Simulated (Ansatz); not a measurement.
# Ag: the cost of one run

Program: Ansatz 0.2.0. Level of theory: DFT PBEsol, scalar-relativistic, plane waves, PAW. These are calculated values, not measurements.

2 further runs of the same task are left out: 2 set aside as unsound or not needed.

## 1. The starting structure

Symmetry: P6_3/mmc, No. 194, hexagonal system. The conventional cell has a = 2.871 Å, b = 2.871 Å, c = 9.338 Å, α = 90.00°, β = 90.00°, γ = 120.00°. Ag (site symmetry -6m2) has 12 Ag at 2.86 to 2.87 Å in its first shell of neighbours. Ag (site symmetry -3m) has 12 Ag at 2.86 to 2.87 Å in its first shell of neighbours.

Coordinates:

```
CELL_PARAMETERS angstrom
2.87095 0.00000 0.00000
-1.43548 2.48632 0.00000
0.00000 0.00000 9.33806
ATOMIC_POSITIONS crystal
Ag 0.33333 0.66667 0.25000
Ag 0.66667 0.33333 0.75000
Ag 0.00000 0.00000 0.00000
Ag 0.00000 0.00000 0.50000
```

This cell was relaxed beforehand with the same method: volume 16.66 Å³/atom, gap on the mesh none (metal).

## 2. The slab

Planes are indexed in the bulk's conventional cell (P6_3/mmc (No. 194)), a = 2.871 Å, b = 2.871 Å, c = 9.338 Å, α = 90.00°, β = 90.00°, γ = 120.00°.

A (001) slab, 16.3 Å thick as cut, with 17 Å of vacuum; its outer planes are Ag (top) and Ag (bottom).

The slab as cut. Layers, bottom to top:

```csv
plane,atoms per cell,height over the lowest (Å)
1,Ag,0.00
2,Ag,2.33
3,Ag,4.67
4,Ag,7.00
5,Ag,9.34
6,Ag,11.67
7,Ag,14.01
8,Ag,16.34
```

## 3. The clean surface, relaxed

Input file input.yaml:

```yaml
crystal:
  lattice:
    - [2.8709531734, 0.0, 0.0]
    - [-1.4354765867, 2.4863183812, 0.0]
    - [0.0, 0.0, 33.3416030474]
  atoms:
    - { symbol: Ag, position: [0.3333333333, 0.6666666667, 0.2549367524] }
    - { symbol: Ag, position: [0.0, 0.0, 0.3249548231] }
    - { symbol: Ag, position: [0.6666666667, 0.3333333333, 0.3949728939] }
    - { symbol: Ag, position: [0.0, 0.0, 0.4649909646] }
    - { symbol: Ag, position: [0.3333333333, 0.6666666667, 0.5350090354] }
    - { symbol: Ag, position: [0.0, 0.0, 0.6050271061] }
    - { symbol: Ag, position: [0.6666666667, 0.3333333333, 0.6750451769] }
    - { symbol: Ag, position: [0.0, 0.0, 0.7450632476] }
basis:
  ecutwfc: 420
kpoints:
  mp_grid: { grid: [12, 12, 1] }
hamiltonian:
  xc: pbesol
scf:
  occupations: { method: gaussian, width: 0.1 }
output:
  forces: true
  eigenvalues: true
  write_density: true
  write_potential: true
  elf: true
  volumetric_format: npy
relax:
  adjacent_minimum: "off"
  f_tol: 0.03
  max_steps: 70
  constraints: [{ sites: [0, 1, 2, 3] }]
efield:
  axis: 3
  dipole_correction: true
  ramp_width: 0.04
```

Run with:

```bash
$ ansatz run input.yaml --threads 2 --pin off --max-ram 5120MiB --backend cpu --events-out ev --progress --plain --runs-dir out
```

**Question.** How long does this run take on 2 threads of Intel Xeon 6975P-C (Granite Rapids), shared host, and how much memory does it need?

About 34 s, with a peak of 0.73 GiB.
